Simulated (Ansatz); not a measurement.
Born–Oppenheimer molecular dynamics of a periodic cell of 41 atoms, LiAl$_{16}$O$_{24}$ (host Al2O3, host structure R-3c, interstitial Li), cell charge +1. It starts from a relaxed structure.

Computed with Ansatz 0.2.0, DFT PBE-D3(BJ), scalar-relativistic, plane waves, PAW. Settings: accuracy low, PAW set soft_1, cutoff 420 eV, k mesh 1x1x1, fermi-dirac smearing 0.02 eV, no spin polarisation.

| Property | Result |
| --- | --- |
| ensemble | NVE (velocity Verlet) |
| time step | 1 fs |
| steps asked | 300 |
| starting velocities drawn for | 2400 K |
| seed | 957239 |

First frame:

```xyz
41
Lattice="-4.7474 -2.7409 4.3181 4.7474 -2.7409 4.3181 0.0000 5.4818 4.3181" Properties=species:S:1:pos:R:3
Al -0.010 0.005 4.567
Al -0.001 -0.007 1.919
Al -0.003 -0.005 8.388
Al -0.012 0.006 11.036
O -0.947 1.360 7.579
O -0.716 -1.464 7.501
O 1.654 0.100 7.560
O 0.934 -1.361 5.376
O 0.703 1.464 5.454
O -1.667 -0.100 5.395
Al -0.006 -2.741 8.663
Al -0.007 -2.741 6.131
Al -0.006 2.741 4.292
Al -0.007 2.741 6.824
O 3.864 1.333 7.571
O -0.724 1.315 3.253
O -3.161 0.092 7.571
O -3.878 -1.333 5.384
O 0.710 -1.315 9.702
O 3.147 -0.092 5.383
Al -2.383 1.365 8.884
Al -2.377 1.378 6.237
Al 2.370 -1.365 4.070
Al 2.364 -1.379 6.718
O 1.450 0.018 3.242
O 1.660 2.616 7.579
O -0.758 -3.993 7.501
O -1.464 -0.018 9.713
O -1.673 -2.617 5.376
O 0.745 3.993 5.454
Al 2.373 1.371 8.885
Al 2.359 1.369 6.237
Al -2.386 -1.371 4.070
Al -2.372 -1.369 6.718
O 1.454 -2.766 7.501
O -3.124 2.623 7.560
O -0.732 -1.236 3.261
O -1.467 2.765 5.454
O 3.111 -2.623 5.395
O 0.719 1.236 9.694
Li 4.737 0.000 6.477
```

Problem. What does the run give?

Solution. The run went to its last step.

```
steps done                                               : 300
time covered                                             : 300 fs
mean temperature over the second half                    : 1197 K
spread of the potential energy over the second half      : 15.3 meV per atom
mean potential energy of the second half above the start : 152.0 meV per atom
```

The conserved energy stayed within 0.66 meV per atom of its start (net change 0.38 meV per atom), so the integration is sound. Over the second half the temperature averaged 0.50 of the 2400 K drawn at the start: a run that starts near a minimum puts about half its kinetic energy into the potential. A run of 0.3 ps of so small a system gives no equilibrium averages. Limits of this set-up: coarse k mesh, a small cell, in which the defect meets its images, low accuracy level, charged cell in a uniform background, uncorrected.

Problem. What happens to the structure?

Solution. Mean squared displacements from the first frame to the last, about the centre of mass: Al 0.02 Å², O 0.02 Å², Li 0.02 Å². Another seed would give other details.

Problem. How do temperature and energy run in time?

Solution. 
```json
{"time (fs)": "0", "T (K)": "2400", "potential energy less start (eV)": "0.000", "conserved less start (meV/atom)": "0.00"}
{"time (fs)": "10", "T (K)": "914", "potential energy less start (eV)": "7.707", "conserved less start (meV/atom)": "0.60"}
{"time (fs)": "20", "T (K)": "827", "potential energy less start (eV)": "8.145", "conserved less start (meV/atom)": "0.34"}
{"time (fs)": "30", "T (K)": "980", "potential energy less start (eV)": "7.361", "conserved less start (meV/atom)": "0.44"}
{"time (fs)": "40", "T (K)": "1348", "potential energy less start (eV)": "5.454", "conserved less start (meV/atom)": "0.32"}
{"time (fs)": "50", "T (K)": "1312", "potential energy less start (eV)": "5.643", "conserved less start (meV/atom)": "0.39"}
{"time (fs)": "60", "T (K)": "1218", "potential energy less start (eV)": "6.128", "conserved less start (meV/atom)": "0.37"}
{"time (fs)": "70", "T (K)": "1095", "potential energy less start (eV)": "6.766", "conserved less start (meV/atom)": "0.41"}
{"time (fs)": "80", "T (K)": "1224", "potential energy less start (eV)": "6.094", "conserved less start (meV/atom)": "0.32"}
{"time (fs)": "90", "T (K)": "1170", "potential energy less start (eV)": "6.379", "conserved less start (meV/atom)": "0.40"}
{"time (fs)": "100", "T (K)": "1222", "potential energy less start (eV)": "6.109", "conserved less start (meV/atom)": "0.40"}
{"time (fs)": "110", "T (K)": "1338", "potential energy less start (eV)": "5.503", "conserved less start (meV/atom)": "0.34"}
{"time (fs)": "120", "T (K)": "1043", "potential energy less start (eV)": "7.036", "conserved less start (meV/atom)": "0.44"}
{"time (fs)": "130", "T (K)": "1171", "potential energy less start (eV)": "6.368", "conserved less start (meV/atom)": "0.33"}
{"time (fs)": "140", "T (K)": "1188", "potential energy less start (eV)": "6.284", "conserved less start (meV/atom)": "0.40"}
{"time (fs)": "150", "T (K)": "1217", "potential energy less start (eV)": "6.131", "conserved less start (meV/atom)": "0.35"}
{"time (fs)": "160", "T (K)": "1023", "potential energy less start (eV)": "7.140", "conserved less start (meV/atom)": "0.44"}
{"time (fs)": "170", "T (K)": "1308", "potential energy less start (eV)": "5.662", "conserved less start (meV/atom)": "0.34"}
{"time (fs)": "180", "T (K)": "1353", "potential energy less start (eV)": "5.431", "conserved less start (meV/atom)": "0.38"}
{"time (fs)": "190", "T (K)": "1273", "potential energy less start (eV)": "5.841", "conserved less start (meV/atom)": "0.36"}
{"time (fs)": "200", "T (K)": "1063", "potential energy less start (eV)": "6.927", "conserved less start (meV/atom)": "0.35"}
{"time (fs)": "210", "T (K)": "963", "potential energy less start (eV)": "7.449", "conserved less start (meV/atom)": "0.45"}
{"time (fs)": "220", "T (K)": "1295", "potential energy less start (eV)": "5.724", "conserved less start (meV/atom)": "0.32"}
{"time (fs)": "230", "T (K)": "1349", "potential energy less start (eV)": "5.449", "conserved less start (meV/atom)": "0.35"}
{"time (fs)": "240", "T (K)": "1305", "potential energy less start (eV)": "5.679", "conserved less start (meV/atom)": "0.36"}
{"time (fs)": "250", "T (K)": "1034", "potential energy less start (eV)": "7.080", "conserved less start (meV/atom)": "0.41"}
{"time (fs)": "260", "T (K)": "1138", "potential energy less start (eV)": "6.537", "conserved less start (meV/atom)": "0.34"}
{"time (fs)": "270", "T (K)": "1191", "potential energy less start (eV)": "6.269", "conserved less start (meV/atom)": "0.39"}
{"time (fs)": "280", "T (K)": "1254", "potential energy less start (eV)": "5.937", "conserved less start (meV/atom)": "0.33"}
{"time (fs)": "290", "T (K)": "1213", "potential energy less start (eV)": "6.153", "conserved less start (meV/atom)": "0.36"}
{"time (fs)": "300", "T (K)": "1222", "potential energy less start (eV)": "6.107", "conserved less start (meV/atom)": "0.38"}
```

Run time: 13 min on 1 thread of Arm Neoverse V1, with other jobs on the host, peak memory 0.44 GiB.
